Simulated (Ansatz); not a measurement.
**Ag2ClF: a single-point run**

The task is a single-point run on Ag2ClF. The structure is shown as the input types it. The cell is built on a prototype (ordering on rocksalt) and needn't be the phase found in nature.

Program: Ansatz 0.2.0. Level of theory: density functional or hybrid calculation with the settings of its input, plane waves (as first typed). These are calculated values, not measurements.

2 further runs of the same task are left out: 2 that didn't finish.

### Step 1. The structure to begin with

Symmetry: R-3m, No. 166, trigonal system. Conventional cell: a = 3.887 Å, b = 3.887 Å, c = 15.985 Å, α = 90.00°, β = 90.00°, γ = 120.00°. F (site symmetry -3m) has 6 Ag at 2.49 Å as nearest neighbours. Around Cl (site symmetry -3m) lie 6 Ag at 2.75 Å. Around Ag (site symmetry 3m) lie 3 F at 2.49 Å and 3 Cl at 2.75 Å.

Coordinates:

```cif
data_structure
_symmetry_space_group_name_H-M 'P 1'
_symmetry_Int_Tables_number 1
_cell_length_a 5.7815
_cell_length_b 5.7815
_cell_length_c 5.7815
_cell_angle_alpha 39.282
_cell_angle_beta 39.282
_cell_angle_gamma 39.282
_cell_volume 69.71
loop_
_atom_site_label
_atom_site_type_symbol
_atom_site_fract_x
_atom_site_fract_y
_atom_site_fract_z
_atom_site_occupancy
F1 F 0.00000 0.00000 0.00000 1
Cl1 Cl 0.50000 0.50000 0.50000 1
Ag1 Ag 0.26564 0.26564 0.26564 1
Ag2 Ag 0.73436 0.73436 0.73436 1
```

### Step 2. Input and run

File input.yaml:

```yaml
crystal:
  lattice:
    - [1.943322575, 1.1219778118, 5.328309998]
    - [-1.943322575, 1.1219778118, 5.328309998]
    - [0.0, -2.2439556236, 5.328309998]
  atoms:
    - { symbol: F, position: [1.0, 0.0, 0.0] }
    - { symbol: Cl, position: [0.5, 0.5, 0.5] }
    - { symbol: Ag, position: [0.2656404833, 0.2656404833, 0.2656404833] }
    - { symbol: Ag, position: [0.7343595167, 0.7343595167, 0.7343595167] }
kpoints:
  mp_grid: { grid: [6, 6, 6] }
hamiltonian:
  xc: pbe
scf:
  occupations: { method: fermi_dirac, width: 0.02 }
  n_extra_bands: 5
  max_iter: 74
output:
  forces: true
  stress: true
  eigenvalues: true
basis:
  ecutrho_ratio: 2
```

Command:

```sh
ansatz run input.yaml --threads 4 --pin off --max-ram 3686MiB --backend cpu --events-out ev --progress --plain --runs-dir out
```

**Question.** How will this run end, and is anything wrong with its input?

The program finished normally, with warnings (cutoff below recommended). Its log warns: «basis.ecutrho_ratio = 2 (ecutrho = 840 eV) is below the records' recommended 1680 eV»

Look at the input: basis.ecutrho_ratio is 2. The density cutoff must be at least four times the energy cutoff of the waves.

The test: delete basis.ecutrho_ratio (the default then holds).
